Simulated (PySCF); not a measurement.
**Dy(OH)2: other functionals and bases at one geometry**

How far do other levels of theory move the description of Dy(OH)2, and what does each cost? It is a constructed species; whether it can be made isn't addressed.

Computed with PySCF 2.14.0. Level: several levels, as the steps say, no spin–orbit coupling.

1 further run of the same task is left out (for a known fault of the program).

## (1) The starting structure

5 atoms, charge 0, spin multiplicity 1.

Bond lengths: Dy1–O2 2.143 Å, Dy1–O4 2.143 Å, O2–H3 0.958 Å, O4–H5 0.958 Å. Angles: O2–Dy1–O4 140.0°, Dy1–O2–H3 169.7°, Dy1–O4–H5 169.7°.

Geometry (Å):

```
Dy    0.00000    0.00000   -0.16823
O     2.01305   -0.04013    0.56484
H     2.83977   -0.05658    1.04890
O    -2.01305    0.04013    0.56484
H    -2.83977    0.05658    1.04890
```

Formal oxidation states: Dy +2. Each metal's 10 4f electrons lie in its core potential, so multiplicities, spins and levels count the valence alone. An earlier session relaxed this geometry at PBE0, Dy lcecp-0-SVP with ECP56, O def2-SVP, H def2-SVP (singlet, point group C2v).

At PBE0 on the finer grid: E = -182.375594 Eh, frontier levels not given, since the 4f levels lie in the core, Mulliken charge on Dy1 +0.87 e, largest force component 0.002 eV/Å. 

Levels to run: TPSS; B3LYP; PBE0, TZVP. Hardware: 2 threads of Arm Neoverse V1, shared host.

## (2) TPSS

File run.py (the lines that set the calculation):

```python
mol = gto.M(atom='''
Dy     0.00000     0.00000    -0.16823
O      2.01305    -0.04013     0.56484
H      2.83977    -0.05658     1.04890
O     -2.01305     0.04013     0.56484
H     -2.83977     0.05658     1.04890''',
    basis={'Dy': 'lcecp-0-SVP', 'O': 'def2-SVP', 'H': 'def2-SVP'},
    ecp={'Dy': 'lcecp-0-SVP'},
    charge=0, spin=0)
mf = dft.RKS(mol, xc='TPSS')
mf.grids.atom_grid = (75, 302)  # f atoms: unpruned, at least (60, 302)
mf = mf.density_fit()  # fitting sets: Dy AutoAux, O def2-universal-JKFIT, H def2-universal-JKFIT
mf.conv_tol = 1e-08; mf.max_cycle = 55
mf.kernel(dm0)  # dm0: the density of the relaxed state
```

On the command line:

```sh
$ OMP_NUM_THREADS=2 python run.py
```

## (3) B3LYP

run.py (the lines that set the calculation): that of step 2 with these lines changed.

```diff
@@ -9,3 +9,3 @@
     charge=0, spin=0)
-mf = dft.RKS(mol, xc='TPSS')
+mf = dft.RKS(mol, xc='B3LYP')
 mf.grids.atom_grid = (75, 302)  # f atoms: unpruned, at least (60, 302)
```

## (4) PBE0, TZVP

Basis: Dy lcecp-0-TZVP with ECP56, O def2-TZVP, H def2-TZVP. 

File run.py (the lines that set the calculation):

```python
mol = gto.M(atom='''
Dy     0.00000     0.00000    -0.16823
O      2.01305    -0.04013     0.56484
H      2.83977    -0.05658     1.04890
O     -2.01305     0.04013     0.56484
H     -2.83977     0.05658     1.04890''',
    basis={'Dy': 'lcecp-0-TZVP', 'O': 'def2-TZVP', 'H': 'def2-TZVP'},
    ecp={'Dy': 'lcecp-0-TZVP'},
    charge=0, spin=0)
mf = dft.RKS(mol, xc='PBE0')
mf.grids.atom_grid = (75, 302)  # f atoms: unpruned, at least (60, 302)
mf = mf.density_fit()  # fitting sets: Dy AutoAux, O def2-universal-JKFIT, H def2-universal-JKFIT
mf.conv_tol = 1e-08; mf.max_cycle = 55
mf.kernel(dm0)  # dm0: free metal ions and neutral atoms
```

Before running it: what results should come out? Wanted: for each run, charge on Dy1; dipole; largest force.

The runs gave:

| level | state | charge on Dy1 (e) | dipole (D) | largest force (eV/Å) | basis functions | time |
| --- | --- | --- | --- | --- | --- | --- |
| PBE0 (relaxed here) | singlet | 0.87 | 2.91 | 0.00 | 69 | 4.6 s |
| TPSS | singlet | 0.78 | 2.79 | 0.48 | 69 | 3.4 s |
| B3LYP | singlet | 0.82 | 2.86 | 0.17 | 69 | 2.1 s |
| PBE0, TZVP | singlet | 1.25 | 3.14 | 0.24 | 121 | 6.3 s |

Times are on 2 threads of Arm Neoverse V1, shared host; the first row also made further properties.

The largest leftover force, 0.48 eV/Å with TPSS, stands at a geometry relaxed at another level. The Mulliken charge on Dy spans +0.78 to +1.25 e over the levels. With 4f in the core, its levels are missing from HOMO and gap. Total energies of different levels can't be compared. Spin–orbit coupling is left out throughout.
